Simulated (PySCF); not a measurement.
# From one method to the next for NaCa⁻

What do other methods print for NaCa⁻?

Program: PySCF 2.14.0. Level of theory: method and basis as typed in the scripts. These are calculated values, not measurements.

## (1) Starting geometry

NaCa⁻: 2 atoms, charge -1, spin multiplicity 1.

No contacts short enough for the rule that draws bonds.

## (2) The run that the others are compared with

input.py

```python
from pyscf import gto, scf, tdscf

mol = gto.M(
    atom='Na 0 0 0; Ca 0 0 3.428',
    basis='x2c-svpall',
    charge=-1,
    spin=0,
    verbose=4,
)
mf = scf.RHF(mol)
mf = mf.sfx2c1e()
mf.kernel()
td = tdscf.TDA(mf)
td.nstates = 6
td.kernel()
td.analyze()
mf.dip_moment()
print('orbital energies (hartree):', mf.mo_energy[..., max(0, mol.nelec[1]-3):mol.nelec[0]+3].round(4))
```

Run with:

```sh
$ OMP_NUM_THREADS=1 python input.py
```

## (3) SCF alone

Edit 1 changes step after the SCF: tda → none.

Changes to input.py since step 2:

```diff
@@ -1,2 +1,2 @@
-from pyscf import gto, scf, tdscf
+from pyscf import gto, scf
 
@@ -12,6 +12,2 @@
 mf.kernel()
-td = tdscf.TDA(mf)
-td.nstates = 6
-td.kernel()
-td.analyze()
 mf.dip_moment()
```

## (4) EOM-IP

Edit 2 changes step after the SCF: tda → eomip; frozen orbitals: none → 6; number of roots: 6 → 3.

Changes to input.py since step 2:

```diff
@@ -1,2 +1,2 @@
-from pyscf import gto, scf, tdscf
+from pyscf import gto, scf, cc
 
@@ -12,6 +12,6 @@
 mf.kernel()
-td = tdscf.TDA(mf)
-td.nstates = 6
-td.kernel()
-td.analyze()
+mycc = cc.CCSD(mf, frozen=6)
+mycc.kernel()
+e = mycc.ipccsd(nroots=3)[0]
+print('roots (eV) =', (e*27.211386).round(3))
 mf.dip_moment()
```

## (5) ROHF

Edit 3 changes SCF type: RHF → ROHF.

Changes to input.py since step 2:

```diff
@@ -9,3 +9,3 @@
 )
-mf = scf.RHF(mol)
+mf = scf.ROHF(mol)
 mf = mf.sfx2c1e()
```

## (6) Pbe0 (RKS)

Edit 4 changes functional: none (Hartree–Fock) → pbe0; SCF type: RHF → RKS; step after the SCF: tda → analyze.

input.py

```python
from pyscf import gto, dft

mol = gto.M(
    atom='Na 0 0 0; Ca 0 0 3.428',
    basis='x2c-svpall',
    charge=-1,
    spin=0,
    verbose=4,
)
mf = dft.RKS(mol, xc='pbe0')
mf = mf.sfx2c1e()
mf.kernel()
mf.analyze()
print('orbital energies (hartree):', mf.mo_energy[..., max(0, mol.nelec[1]-3):mol.nelec[0]+3].round(4))
```

## (7) Wb97 (RKS)

Edit 5 changes functional: none (Hartree–Fock) → wb97; SCF type: RHF → RKS; step after the SCF: tda → analyze.

input.py

```python
from pyscf import gto, dft

mol = gto.M(
    atom='Na 0 0 0; Ca 0 0 3.428',
    basis='x2c-svpall',
    charge=-1,
    spin=0,
    verbose=4,
)
mf = dft.RKS(mol, xc='wb97')
mf = mf.sfx2c1e()
mf.kernel()
mf.analyze()
print('orbital energies (hartree):', mf.mo_energy[..., max(0, mol.nelec[1]-3):mol.nelec[0]+3].round(4))
```

Q: Predict the outcome of this session. Wanted: for each run, E(SCF); from base; gap; after the SCF.

As calculated:

| run | E(SCF) (hartree) | from base (eV) | cycles | gap (eV) | after the SCF |
| --- | --- | --- | --- | --- | --- |
| base | -841.509758 | 0 | 9 | 4.62 | lowest root found 1.62 eV |
| SCF alone | -841.509758 | 0.0000 | 9 | 4.62 | n/a |
| EOM-IP | -841.509758 | 0.0000 | 9 | 4.62 | CCSD correlation -4.603 eV, core frozen, first root 0.59 eV |
| ROHF | -841.509758 | 0.0000 | 9 | n/a | lowest root found 0.49 eV |
| pbe0 (RKS) | -842.519860 | not comparable | 9 | 2.16 | n/a |
| wb97 (RKS) | -842.793966 | not comparable | 10 | 4.73 | n/a |

In words: No change of the SCF energy comes from ROHF. A lower total energy from another functional means nothing by itself.
